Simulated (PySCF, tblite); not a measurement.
# C₃H₈BCl₂Ga: geometry, infrared bands and NMR shifts

Aim: predict the infrared bands and NMR shifts of C₃H₈BCl₂Ga (`C=C(C)[BH-]1[Cl+][GaH2-][Cl+]1`).

The runs use tblite 0.8.0 and PySCF 2.14.0, with density-fitted response routines of our own; the level of theory stands in each step. All values are computed, except where a source is named. Atoms are numbered from 0 throughout.

## (1) Starting geometry

15 atoms, charge 0, multiplicity 1; geometry from: force field or distance geometry start.

Bonds of the start (Å): C0–C1 1.33, C1–C2 1.49, C1–B3 1.58, B3–Cl4 1.85, Cl4–Ga5 2.18, Ga5–Cl6 2.17, Cl6–B3 1.85, C0–H7 1.09, C0–H8 1.09, C2–H9 1.11, C2–H10 1.10, C2–H11 1.11, B3–H12 1.20, Ga5–H13 1.62, Ga5–H14 1.60.

## (2) Geometry optimisation with GFN2-xTB

Job settings and geometry (Å):

```
{"job": {"kind": "relax", "xc": "GFN2-xTB", "basis": "xTB"}, "charge": 0, "multiplicity": 1}
C     -2.038000    -0.971600    -0.102000
C     -1.081200    -0.062000     0.019900
C     -1.355500     1.277300    -0.581500
B      0.278100    -0.359300     0.759700
Cl     1.474000     1.028600     0.480900
Ga     2.920700    -0.285600    -0.483700
Cl     1.314100    -1.673800    -0.022300
H     -2.967200    -0.735300    -0.610200
H     -1.922300    -1.973500     0.312600
H     -1.906200     1.206100    -1.538700
H     -1.885700     1.845500     0.195000
H     -0.359200     1.730900    -0.736700
H      0.109900    -0.464100     1.941300
H      4.271000    -0.449900     0.388600
H      3.143200    -0.105200    -2.056000
```

Launch:

```
$ OMP_NUM_THREADS=1 python probes_run.py task.json out
```

This one command runs all jobs of the session in turn.

**Question.** This job is followed by: GFN2-xTB harmonic vibrations, gas phase; GIAO PBE0/pcSseg-1 NMR shielding, non-relativistic, gas phase. What will the session give for the following? strongest single infrared mode (GFN2-xTB); zero-point energy (GFN2-xTB); ¹³C shifts against TMS (PBE0/pcSseg-1); ¹H shifts against TMS (PBE0/pcSseg-1, means over atoms taken as alike); ¹¹B shifts against BF3·OEt2 (PBE0/pcSseg-1); ³⁵Cl shifts against HCl (PBE0/pcSseg-1, means over atoms taken as alike); shieldings of Ga (PBE0/pcSseg-1).

The runs gave:

```
                                                                quantity                                   value
                               strongest single infrared mode (GFN2-xTB)                   1701 cm⁻¹, 540 km/mol
                                            zero-point energy (GFN2-xTB)                           61.3 kcal/mol
                                  ¹³C shifts against TMS (PBE0/pcSseg-1)                  156.7, 132.2, 24.9 ppm
  ¹H shifts against TMS (PBE0/pcSseg-1, means over atoms taken as alike)  5.81, 5.73, 5.64, 5.38, 4.37, 2.37 ppm
                             ¹¹B shifts against BF3·OEt2 (PBE0/pcSseg-1)                                 4.8 ppm
³⁵Cl shifts against HCl (PBE0/pcSseg-1, means over atoms taken as alike)                                  39 ppm
                                        shieldings of Ga (PBE0/pcSseg-1)                          Ga5 1424.2 ppm
```

**Reading.** The optimisation took 166 steps and gained 0.553 eV; among the close pairs (by a distance rule), Ga5–Cl6 changed most, from 2.173 to 2.261 Å. All 39 modes are real, so the xTB geometry is a minimum. The strongest single mode, at 1701 cm⁻¹, moves mainly H14. Unscaled tight-binding wavenumbers are off by several per cent, some by more. Its intensities can rank the bands wrongly. C1 (fully substituted alkene carbon) lies farthest downfield among carbon, at 156.7 ppm; an sp2 carbon of a C=C bond. At PBE0/pcSseg-1: The largest span, 467 ppm, is at Ga5, where the paramagnetic term is -1213 ppm. Spin-orbit coupling is left out, which matters for shieldings and couplings at and beside the heavy atoms.
